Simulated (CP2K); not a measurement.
# CH5Cl2FSi2 (SMILES F[SiH]([SiH3])C(Cl)Cl): a first try and a second

Aim: energy and gradient of CH5Cl2FSi2 at IPEA1-xTB.

Program for the calculation: CP2K 2026.2.

3 further runs of the same task are left out: 1 that didn't finish, 2 set aside as unsound or not needed.

**1. The system as given**

CH5Cl2FSi2 has 11 atoms, charge 0, and is taken as a singlet. As SMILES, `F[SiH]([SiH3])C(Cl)Cl`. The shape comes from a force field and isn't a relaxed structure. This is one conformer, not always the lowest.

Bond lengths: F1–Si2 1.625 Å, Si2–Si3 2.270 Å, Si2–C4 1.818 Å, C4–Cl5 1.745 Å, C4–Cl6 1.766 Å, Si2–H7 1.482 Å, Si3–H8 1.499 Å, Si3–H9 1.550 Å, Si3–H10 1.491 Å, C4–H11 1.175 Å. Some angles: F1–Si2–Si3 108.3°, F1–Si2–C4 112.7°, Si3–Si2–C4 109.1°, Si2–C4–Cl5 112.9°, Si2–C4–Cl6 113.5°, Cl5–C4–Cl6 112.2°, F1–Si2–H7 107.7°, Si3–Si2–H7 107.5°, C4–Si2–H7 111.3°, Si2–Si3–H8 113.6°.

**2. First attempt**

Input file molecule.xyz:

```xyz
11

F     -1.354200    -1.830000     0.165900
Si    -0.651300    -0.489000    -0.423200
Si     1.595500    -0.693900    -0.172400
C     -1.207800     1.023100     0.418100
Cl    -0.609700     2.478700    -0.336200
Cl    -0.917900     1.006400     2.159800
H     -0.935000    -0.431500    -1.877000
H      2.171600    -1.886100    -0.875200
H      2.012700    -0.800100     1.316800
H      2.340500     0.482600    -0.705500
H     -2.379000     1.082800     0.349500
```

Input file qs.inp:

```
&GLOBAL
  PROJECT qs
  RUN_TYPE ENERGY_FORCE
  PRINT_LEVEL MEDIUM
&END

&FORCE_EVAL
  METHOD QUICKSTEP
  &DFT
    &QUICKSTEP
      METHOD XTB
      EPS_DEFAULT 1.0E-10
      &XTB
        GFN_TYPE TBLITE
        &TBLITE
          METHOD IPEA1
        &END
        CHECK_ATOMIC_CHARGES F
      &END
    &END
    &POISSON
      PERIODIC NONE
      POISSON_SOLVER ANALYTIC
    &END
    &SCF
      SCF_GUESS ATOMIC
      EPS_SCF 1.0E-07
      MAX_SCF 150
      ADDED_MOS 4
      &DIAGONALIZATION
        ALGORITHM STANDARD
      &END
      &MIXING
        METHOD DIRECT_P_MIXING
        ALPHA 0.4
      &END
    &END
    &PRINT
      &MOMENTS
        PERIODIC F
        REFERENCE COM
        MAX_MOMENT 1
      &END
      &MO ON
        ENERGIES T
        OCCUPATION_NUMBERS T
        NDIGITS 6
        &EACH
          QS_SCF 0
        &END
        ADD_LAST NUMERIC
      &END
      &HIRSHFELD OFF
      &END
    &END
  &END
  &SUBSYS
    &CELL
      ABC 14.7 14.4 14
      PERIODIC NONE
    &END
    &TOPOLOGY
      COORD_FILE_NAME molecule.xyz
      COORD_FILE_FORMAT XYZ
      &CENTER_COORDINATES
      &END
    &END
  &END
  &PRINT
    &FORCES ON
    &END
  &END
&END
```

The run is started by

```
OMP_NUM_THREADS=1 cp2k.psmp -i qs.inp > qs.out 2>&1
```

Standard output:

```text
Possible matches for unknown subsection

 QUICKSTEP

   keyword UKS in section %__ROOT__%FORCE_EVAL%DFT score:  104
   keyword MULTIP in section %__ROOT__%FORCE_EVAL%DFT score:  104
   keyword ROKS in section %__ROOT__%FORCE_EVAL%DFT score:  103
   enum MULLIKEN in section %__ROOT__%FORCE_EVAL%DFT for keyword PLUS_U_METHOD score:  103
   keyword SUBCELLS in section %__ROOT__%FORCE_EVAL%DFT score:  103

 *******************************************************************************
 *   ___                                                                       *
 *  /   \                                                                      *
 * [ABORT]                                                                     *
 *  \___/               unknown subsection QUICKSTEP of section DFT            *
 *    |                                                                        *
 *  O/|                                                                        *
 * /| |                                                                        *
 * / \                                               input/input_parsing.F:192 *
 *******************************************************************************

 ===== Routine Calling Stack =====

            4 section_vals_parse
            3 section_vals_parse
            2 section_vals_parse
            1 read_input

Program received signal SIGABRT: Process abort signal.

Backtrace for this error:
#0  0x40b04979f957 in ???
#1  0x40b06a054cac in __pthread_kill_implementation
#2  0x40b069ffbfb7 in raise
#3  0x40b069fe5d37 in abort
#4  0x40b049e72d83 in ???
#5  0x40b049e74297 in ???
#6  0x40b049fe3e77 in ???
#7  0x40b049fe38f7 in ???
#8  0x40b049fe38f7 in ???
#9  0x40b0498b9807 in ???
#10  0x40b04a124e8b in ???
#11  0x40b04a129d0b in ???
#12  0x40b049840db3 in ???
#13  0x40b04983ef13 in ???
#14  0x40b069fe6573 in __libc_start_call_main
#15  0x40b069fe6657 in __libc_start_main_impl
#16  0x40b04983f06f in ???
#17  0xffffffffffffffff in ???
```

Run time: 0.46 s. Hardware: 1 thread of Arm Neoverse N1, shared host; peak memory 0.13 GiB.

**3. What went wrong**

The input was rejected.

The telling line is `\___/               unknown subsection QUICKSTEP of section DFT`. What is wrong: unknown section.

**4. Second attempt**

molecule.xyz is that of step 2.

Input file mol.inp:

```
&FORCE_EVAL
   METHOD Quickstep
   &DFT
      # Quickstep
      &QS
         METHOD XTB
         EPS_DEFAULT 1.0E-10
         &XTB
            GFN_TYPE TBLITE
            &TBLITE
               METHOD IPEA1
            &END
            CHECK_ATOMIC_CHARGES F
         &END
      &END
      &POISSON
         PERIODIC NONE
         POISSON_SOLVER ANALYTIC
      &END
      &SCF
         SCF_GUESS ATOMIC
         EPS_SCF 1.0E-07
         MAX_SCF 150
         ADDED_MOS 4
         &DIAGONALIZATION
            ALGORITHM STANDARD
         &END
         &MIXING
            METHOD DIRECT_P_MIXING
            ALPHA 0.4
         &END
      &END
      # extra output
      &PRINT
         &MOMENTS
            PERIODIC F
            REFERENCE COM
            MAX_MOMENT 1
         &END
         &MO ON
            ENERGIES T
            OCCUPATION_NUMBERS T
            NDIGITS 6
            &EACH
               QS_SCF 0
            &END
            ADD_LAST NUMERIC
         &END
         &HIRSHFELD OFF
         &END
      &END
   &END
   &SUBSYS
      # vacuum box
      &CELL
         ABC 14.7 14.4 14
         PERIODIC NONE
      &END
      &TOPOLOGY
         COORD_FILE_NAME molecule.xyz
         COORD_FILE_FORMAT XYZ
         &CENTER_COORDINATES
         &END
      &END
   &END
   # extra output
   &PRINT
      &FORCES ON
      &END
   &END
&END

&GLOBAL
   PROJECT mol
   RUN_TYPE ENERGY_FORCE
   PRINT_LEVEL MEDIUM
&END
```

The run is started by

```
OMP_NUM_THREADS=1 cp2k.psmp mol.inp > mol.out
```

Standard output:

```text
CP2K| version string:                                       CP2K version 2026.2
[...]
 GLOBAL| Method name                                                        CP2K
[...]
 GLOBAL| Run type                                                   ENERGY_FORCE
[...]
                             - Atoms:                                         11
[...]
                             - Spherical basis functions:                     56
[...]
 Number of electrons:                                                         38
[...]
  *** SCF run converged in    14 steps ***
[...]
  Fermi energy:                                                -0.30164265476875
[...]
 TB_DIPOLE| Moment [Debye]         -0.70049180      -0.19670069      -1.24225411
 TB_DIPOLE| Derivative [a.u.]       0.00000000       0.00000000       0.00000000
[...]
 ENERGY| Total FORCE_EVAL ( QS ) energy [hartree]            -23.231736102968707
 FORCES| Atomic forces [hartree/bohr]
 FORCES|   Atom     x               y               z               |f|
 FORCES|      1  1.54808937E-03  1.89596995E-02 -6.37187165E-03   2.00615935E-02
 FORCES|      2  2.09932856E-02 -3.95756893E-02 -2.91404573E-02   5.34426746E-02
 FORCES|      3  3.14518828E-02 -4.17157561E-03  1.97087366E-02   3.73504655E-02
 FORCES|      4 -8.34688303E-02  2.22290064E-02  1.36915640E-02   8.74564651E-02
 FORCES|      5  2.61861886E-03 -8.36411678E-03  7.30028129E-03   1.14065648E-02
 FORCES|      6  6.13652554E-03  1.96505841E-03 -1.39609427E-02   1.53761608E-02
 FORCES|      7 -6.02441993E-03  2.84746578E-04  2.04464513E-02   2.13174128E-02
 FORCES|      8 -6.47116013E-03  1.86108719E-02  1.29260538E-02   2.35652994E-02
 FORCES|      9 -7.02241219E-03  1.27718755E-03 -3.70477003E-02   3.77290018E-02
 FORCES|     10 -7.46511541E-03 -1.66272782E-02  7.93192632E-03   1.98773687E-02
 FORCES|     11  4.77035357E-02  5.41208955E-03  4.51595858E-03   4.82214881E-02
 FORCES| Sum    -8.32667268E-17  8.41340886E-17 -6.33174069E-17
 FORCES| Total atomic force                                       1.34242269E-16
[...]
```

Wall time 0.46 s (1 thread of Arm Neoverse N1, shared host); peak memory 0.14 GiB.

**5. Results**

Level: IPEA1-xTB.

| quantity | value |
| --- | --- |
| total energy | -23.23174 Eh |
| dipole moment (from atomic charges alone) | 1.44 D |
| HOMO energy | -11.60 eV |
| LUMO energy | -7.33 eV |
| HOMO–LUMO gap | 4.27 eV |
| largest force on an atom | 4.497 eV/Å |

**Reading.** The dipole comes from point charges on the atoms alone, without atomic dipoles, so it is partial. The largest force is 4.50 eV/Å: the shape isn't a stationary point for this species at this level.
